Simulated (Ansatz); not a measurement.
**CH4BGaO2 (SMILES [OH][Ga]1[BH]O[CH2]1): levels of theory compared**

We compute a comparison of 3 runs (HF/3-21G, B3LYP/6-31G*, MP2/6-31G) of CH4BGaO2. 

The results are computed with Ansatz 0.2.0.

1 further run of the same task is left out (set aside as unsound or not needed).

**1. Starting point**

CH4BGaO2 has 9 atoms, charge 0, and is taken as a singlet. As SMILES, `[OH][Ga]1[BH]O[CH2]1`. The coordinates come from a PBE0-D4/def2-TZVP relaxation. This is one conformer, not always the lowest.

Bond lengths: O1–Ga2 1.783 Å, Ga2–B3 2.109 Å, B3–O4 1.344 Å, Ga2–C5 2.048 Å, O4–C5 1.464 Å, O1–H6 0.960 Å, B3–H7 1.194 Å, C5–H8 1.092 Å, C5–H9 1.092 Å. Some angles: O1–Ga2–B3 155.6°, O1–Ga2–C5 135.3°, B3–Ga2–C5 69.1°, Ga2–B3–O4 88.8°, B3–O4–C5 114.1°, Ga2–C5–O4 88.1°, Ga2–O1–H6 114.5°, Ga2–B3–H7 149.7°, O4–B3–H7 121.5°, Ga2–C5–H8 120.2°.

**2. Energy and gradient at HF/3-21G (run 1)**

in.yaml

```yaml
crystal:
  periodic: [false, false, false]
  atoms:
    - symbol: O
      position_ang: [-0.140900, 2.668400, -0.180000]
    - symbol: Ga
      position_ang: [0.206000, 0.920500, -0.222600]
    - symbol: B
      position_ang: [1.299500, -0.808200, -0.735000]
    - symbol: O
      position_ang: [0.383300, -1.546100, -0.084800]
    - symbol: C
      position_ang: [-0.698300, -0.762500, 0.515200]
    - symbol: H
      position_ang: [-0.939100, 2.905000, 0.298100]
    - symbol: H
      position_ang: [2.237800, -1.312200, -1.273600]
    - symbol: H
      position_ang: [-0.704200, -0.956900, 1.589800]
    - symbol: H
      position_ang: [-1.644100, -1.108100, 0.092800]
basis:
  gaussian:
    orbitals: 3-21G-spherical.json
hamiltonian:
  xc: hf
accuracy: high
output:
  forces: true
  orbitals: {seedname: orbitals}
```

The basis set 3-21G is read from a file made from the Basis Set Exchange's data (not shown).

Launch:

```
$ ansatz run in.yaml --threads 1 --pin off --max-ram 2610MiB --events-out events.jsonl --progress --plain --runs-dir runs
```

Output:

```text
Warning: RAYON_NUM_THREADS=1 ignored (pool sized by the plan → 1); use --threads N
Functional definition: HF
  name "HF"
  exchange = exact_x
  correlation = 0
1400 factors; integrals over basis functions are off by at most 1.7e-8 eV
mean field evaluation 1: about -57882.4008 eV, gradient 4.1e1 eV
mean field evaluation 2: about -57882.7472 eV, gradient 4.1e1 eV
mean field evaluation 4: about -57886.3477 eV, gradient 2.9e0 eV
mean field evaluation 8: about -57886.4116 eV, gradient 2.9e-1 eV
mean field evaluation 16: about -57886.4122 eV, gradient 6.5e-8 eV
mean field -57886.41215035 eV, -2127.2864097060 hartree, gradient 6.5e-8 eV, S^2 0.000000; 0 other end points of the search recorded, 0 dependent functions left out
the calculation of the forces begins
reference -57886.41215035 eV, -2127.2864097060 hartree; 31, 31 occupied and 35, 35 virtual orbitals, 1400 factors
Total energy: -57886.41215035 eV, -2127.2864097060 hartree
Atom 0 at    -0.140900     2.668400    -0.180000 Å, force     0.133815    -1.721895     0.088857 eV/Å
Atom 1 at     0.206000     0.920500    -0.222600 Å, force    -0.098024     1.303557    -0.069804 eV/Å
Atom 2 at     1.299500    -0.808200    -0.735000 Å, force     1.560507     0.053946    -0.985734 eV/Å
Atom 3 at     0.383300    -1.546100    -0.084800 Å, force    -0.151152    -1.094019     0.205619 eV/Å
Atom 4 at    -0.698300    -0.762500     0.515200 Å, force    -1.236991     0.481713     0.731093 eV/Å
Atom 5 at    -0.939100     2.905000     0.298100 Å, force    -0.253030     0.594653     0.099333 eV/Å
Atom 6 at     2.237800    -1.312200    -1.273600 Å, force    -0.214489     0.188309     0.115804 eV/Å
Atom 7 at    -0.704200    -0.956900     1.589800 Å, force    -0.043689     0.069120    -0.370288 eV/Å
Atom 8 at    -1.644100    -1.108100     0.092800 Å, force     0.303052     0.124616     0.185120 eV/Å
Dipole moment:    -0.444089     0.233213     0.255162 e Å
```

Run time: 2.5 s. Hardware: 1 thread of Arm Neoverse V1, shared host.

**3. Energy and gradient at B3LYP/6-31G(d) (spherical functions) (run 2)**

job.yaml

```yaml
crystal:
  periodic: [false, false, false]
  atoms:
    - symbol: O
      position_ang: [-0.140900, 2.668400, -0.180000]
    - symbol: Ga
      position_ang: [0.206000, 0.920500, -0.222600]
    - symbol: B
      position_ang: [1.299500, -0.808200, -0.735000]
    - symbol: O
      position_ang: [0.383300, -1.546100, -0.084800]
    - symbol: C
      position_ang: [-0.698300, -0.762500, 0.515200]
    - symbol: H
      position_ang: [-0.939100, 2.905000, 0.298100]
    - symbol: H
      position_ang: [2.237800, -1.312200, -1.273600]
    - symbol: H
      position_ang: [-0.704200, -0.956900, 1.589800]
    - symbol: H
      position_ang: [-1.644100, -1.108100, 0.092800]
basis:
  gaussian: {orbitals: 6-31G_st_-spherical.json}
hamiltonian: {xc: {name: B3LYP}}
accuracy: high
output: {forces: true, orbitals: {seedname: orbitals}}
```

The basis set 6-31G* is read from a file made from the Basis Set Exchange's data (not shown).

Launch:

```
$ ansatz run job.yaml --threads 1 --pin off --max-ram 2610MiB --events-out events.jsonl --progress --plain --runs-dir runs
```

Output:

```text
Warning: RAYON_NUM_THREADS=1 ignored (pool sized by the plan → 1); use --threads N
Functional definition: B3LYP
  name "B3LYP"
  parameter a0 = 0.2
  parameter ax = 0.72
  parameter ac = 0.81
  exchange = (1 - a0 - ax)*slater_x + ax*b88_x + a0*exact_x
  correlation = (1 - ac)*vwn_rpa_c + ac*lyp_c
2182 factors; integrals over basis functions are off by at most 8.8e-9 eV
mean field evaluation 1: about -58234.7161 eV, gradient 7.1e1 eV
mean field evaluation 2: about -58200.2385 eV, gradient 1.5e2 eV
mean field evaluation 4: about -58243.9055 eV, gradient 9.9e0 eV
mean field evaluation 8: about -58244.2935 eV, gradient 1.3e0 eV
mean field evaluation 16: about -58244.2971 eV, gradient 3.2e-4 eV
mean field -58244.29708996 eV, -2140.4384386534 hartree, gradient 2.7e-8 eV, S^2 0.000000; 0 other end points of the search recorded, 0 dependent functions left out
the calculation of the forces begins
reference -58244.29713308 eV, -2140.4384402381 hartree; 31, 31 occupied and 65, 65 virtual orbitals, 2182 factors
Total energy: -58244.29713308 eV, -2140.4384402381 hartree
Atom 0 at    -0.140900     2.668400    -0.180000 Å, force     0.346945     0.436957    -0.261968 eV/Å
Atom 1 at     0.206000     0.920500    -0.222600 Å, force     0.123681    -0.095330    -0.068126 eV/Å
Atom 2 at     1.299500    -0.808200    -0.735000 Å, force     0.241686    -0.077905    -0.144221 eV/Å
Atom 3 at     0.383300    -1.546100    -0.084800 Å, force     0.128122    -0.233911    -0.056939 eV/Å
Atom 4 at    -0.698300    -0.762500     0.515200 Å, force    -0.338574    -0.036194     0.219195 eV/Å
Atom 5 at    -0.939100     2.905000     0.298100 Å, force    -0.418990     0.051212     0.258077 eV/Å
Atom 6 at     2.237800    -1.312200    -1.273600 Å, force    -0.018830     0.005915     0.011385 eV/Å
Atom 7 at    -0.704200    -0.956900     1.589800 Å, force     0.005853    -0.019132     0.080142 eV/Å
Atom 8 at    -1.644100    -1.108100     0.092800 Å, force    -0.069892    -0.031613    -0.037544 eV/Å
Dipole moment:    -0.366540    -0.006208     0.230753 e Å
```

Wall time 19 s (1 thread of Arm Neoverse V1, shared host); peak memory 0.37 GiB.

**4. Energy and gradient at MP2/6-31G (run 3)**

in.yaml

```yaml
crystal:
  periodic: [false, false, false]
  atoms:
    - {symbol: O, position_ang: [-0.140900, 2.668400, -0.180000]}
    - {symbol: Ga, position_ang: [0.206000, 0.920500, -0.222600]}
    - {symbol: B, position_ang: [1.299500, -0.808200, -0.735000]}
    - {symbol: O, position_ang: [0.383300, -1.546100, -0.084800]}
    - {symbol: C, position_ang: [-0.698300, -0.762500, 0.515200]}
    - {symbol: H, position_ang: [-0.939100, 2.905000, 0.298100]}
    - {symbol: H, position_ang: [2.237800, -1.312200, -1.273600]}
    - {symbol: H, position_ang: [-0.704200, -0.956900, 1.589800]}
    - {symbol: H, position_ang: [-1.644100, -1.108100, 0.092800]}
basis:
  gaussian:
    orbitals: 6-31G-spherical.json
correlation:
  method: mp2
  frozen_orbitals: {B: 1, C: 1, Ga: 9, H: 0, O: 1}
accuracy: high
output: {forces: true, orbitals: {seedname: orbitals}}
```

The basis set 6-31G is read from a file made from the Basis Set Exchange's data (not shown).

Launch:

```
$ ansatz run in.yaml --threads 1 --pin off --max-ram 2610MiB --events-out events.jsonl --progress --plain --runs-dir runs
```

Output:

```text
Warning: RAYON_NUM_THREADS=1 ignored (pool sized by the plan → 1); use --threads N
[... 4 set-up lines as earlier in the session ...]
1618 factors; integrals over basis functions are off by at most 1.2e-8 eV
mean field evaluation 1: about -58158.4699 eV, gradient 4.3e1 eV
mean field evaluation 2: about -58158.5800 eV, gradient 4.3e1 eV
mean field evaluation 4: about -58162.7871 eV, gradient 3.3e0 eV
mean field evaluation 8: about -58162.8508 eV, gradient 3.3e-1 eV
mean field evaluation 16: about -58162.8517 eV, gradient 1.4e-8 eV
mean field -58162.85169184 eV, -2137.4453754783 hartree, gradient 1.7e-8 eV, S^2 0.000000; 0 other end points of the search recorded, 0 dependent functions left out
13 core orbitals not correlated: weight in the atoms' cores, before any rotation towards them, 1.000 or more for the frozen orbitals, at most 0.000 for the correlated occupied ones
reference -58162.85169184 eV, -2137.4453754783 hartree; 18, 18 occupied and 40, 40 virtual orbitals, 1618 factors
second order -16.26339809 eV of doubles, -0.00000000 eV of singles
the calculation of the forces begins
Total energy: -58179.11508994 eV, -2138.0430443345 hartree
Atom 0 at    -0.140900     2.668400    -0.180000 Å, force     0.332654    -0.022611    -0.206775 eV/Å
Atom 1 at     0.206000     0.920500    -0.222600 Å, force     0.431701    -0.082374    -0.263481 eV/Å
Atom 2 at     1.299500    -0.808200    -0.735000 Å, force     1.744938     0.528783    -1.149789 eV/Å
Atom 3 at     0.383300    -1.546100    -0.084800 Å, force     0.058732    -1.832372     0.148543 eV/Å
Atom 4 at    -0.698300    -0.762500     0.515200 Å, force    -1.639246     0.557644     0.976068 eV/Å
Atom 5 at    -0.939100     2.905000     0.298100 Å, force    -0.749413     0.750032     0.395691 eV/Å
Atom 6 at     2.237800    -1.312200    -1.273600 Å, force    -0.006547     0.083517    -0.004201 eV/Å
Atom 7 at    -0.704200    -0.956900     1.589800 Å, force    -0.007348     0.021549     0.176307 eV/Å
Atom 8 at    -1.644100    -1.108100     0.092800 Å, force    -0.165471    -0.004166    -0.072363 eV/Å
Dipole moment:    -0.449859     0.080456     0.274283 e Å
```

It took 9.6 s on 1 thread of Arm Neoverse V1, shared host.

**5. All runs side by side**

```
run                               level  frozen core orbitals   energy (Eh)  dipole moment (D)  HOMO energy (eV)  LUMO energy (eV)  wall time
  1                            HF/3-21G                     –  -2127.286410               2.70             -9.44              1.36      2.5 s
  2  B3LYP/6-31G* (spherical functions)                     –  -2140.438440               2.08             -6.54             -1.80       19 s
  3                           MP2/6-31G                    13  -2138.043044               2.56             -9.67              1.06      9.6 s
```

**6. Outcome**

```
                                           quantity           value
                                run 3: total energy  -2138.04304 Eh
          run 3: dipole moment (correlated density)          2.56 D
         run 3: HOMO energy (Hartree–Fock orbitals)        -9.67 eV
         run 3: LUMO energy (Hartree–Fock orbitals)         1.06 eV
       run 3: HOMO–LUMO gap (Hartree–Fock orbitals)        10.73 eV
run 3: correlation energy (13 core orbitals frozen)      -597.7 mEh
                    run 3: largest force on an atom      2.156 eV/Å
```

**Reading.** The dipole moment (its size) runs from 2.08 D (B3LYP/6-31G*) to 2.70 D (HF/3-21G). The two ends differ in method and basis. All runs together took 31 s, the longest 19 s.
